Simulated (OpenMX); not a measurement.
NbCu:

```
Nb Cu
1.0
     0.00000    2.56221    2.56221
     2.56221    0.00000    2.56221
     2.56221    2.56221    0.00000
Nb Cu
1 1
Direct
  0.00000 0.00000 0.00000
  0.50000 0.50000 0.50000
```

The cell was built by a generator and needn't be a form met in nature.

Base run:

```yaml
Program: OpenMX 3.8.5
Functional: PBE
Dispersion: D4
Potentials_or_basis: OpenMX 2013 PBE set, Nb7.0-s3p2d2, Cu6.0H-s3p2d2, grid cutoff 500 Ry
k_mesh: 7 × 7 × 7
Occupations: fermi-dirac, width 0.05 eV
Spin: no spin polarisation
```

Its results: band gap on the k mesh none (metal or under the smearing width); pressure -1.7 GPa.

Q: The run is repeated on the same cell with these changes: dispersion from D4 to D3(BJ). What comes out?

A: Band gap on the k mesh none (metal or under the smearing width); pressure -4.0 GPa.

Caveats: the basis of atomic orbitals isn't converged, which shifts pressures, moduli and gaps; pairwise dispersion overbinds metals, which lowers pressure and volume.
